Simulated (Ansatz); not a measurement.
## ClH4SiSn, SMILES [SiH3][SnH][Cl]: an atomisation energy, step by step

Computed with Ansatz's Python interface.

Run as a notebook:

**Cell 1**
```python
from collections import Counter
from dataclasses import dataclass

import ansatz as az
```

**Cell 2**
```python
@dataclass(frozen=True)
class Settings:
    basis_set: str = 'def2-SVP'
    level: str = 'CCSD(T)'
```

**Cell 3**
```python
settings = Settings()
```

**Cell 4**
```python
def single_point(molecule, charge=0, unpaired=0):
    calc = (
        molecule.calculation()
        .basis(gaussian=settings.basis_set)
        .correlation(settings.level)
    )
    if charge:
        calc = calc.charge(charge)
    if unpaired:
        calc = calc.spin('collinear', total=unpaired)
    return calc.run().report['free_energy_ev']
```

**Cell 5**
```python
geometry_ang = [
    ('Si', (-0.8946, 0.3992, -0.3556)),
    ('Sn', (0.92, -1.1376, 0.2176)),
    ('Cl', (2.9512, -0.157, -0.3851)),
    ('H', (-2.1572, -0.1507, -0.0021)),
    ('H', (-0.9193, 0.7046, -1.8308)),
    ('H', (-0.7646, 1.7211, 0.366)),
    ('H', (0.9257, -1.4477, 1.9444)),
]
mol = az.Crystal.molecule()
for symbol, xyz in geometry_ang:
    mol = mol.atom(symbol, xyz)
```

**Cell 6**
```python
unpaired = {'Si': 2, 'Sn': 2, 'Cl': 1, 'H': 1}
counts = Counter(site.symbol for site in mol.cartesian_sites)
atom_energy = {s: single_point(az.Crystal.molecule().atom(s, (0, 0, 0)), 0, unpaired[s]) for s in counts}
whole = single_point(mol, 0, 1)
for s, e in atom_energy.items():
    print(f'{s:2s} x{counts[s]}  {e:14.5f} eV')
print(f'ClH4SiSn: {whole:.5f} eV')
split = sum(counts[s] * e for s, e in atom_energy.items()) - whole
print(f'atomisation energy (no zero-point term): {split:.3f} eV, {split / sum(counts.values()):.3f} eV an atom')
```
Output:
```text
Si x1     -7859.07178 eV
Sn x1     -5807.13565 eV
Cl x1    -12502.16241 eV
H  x4       -13.58606 eV
ClH4SiSn: -26239.09215 eV
atomisation energy (no zero-point term): 16.378 eV, 2.340 eV an atom
```

16.378 eV from the electronic energies, without the zero-point term.

Caveats:
- Total energies depend on the basis set; only differences at equal settings carry meaning.
- The geometry is a force-field or estimated start, not a minimum of this method, and the basis set is short of its limit. All parts are taken at fixed geometry, without zero-point energy.
- def2 sets replace the cores of elements past krypton by effective core potentials.
- The species is open-shell (spin multiplicity 2).
- In double-zeta sets correlated atomisation energies come out some 10 to 15 % low.
- The spin-orbit lowering of heavy atoms is left out.
- Finished in 17 s on 1 thread of Intel(R) Xeon(R) Processor @ 2.30GHz, on a shared host, peak memory 0.57 GiB.
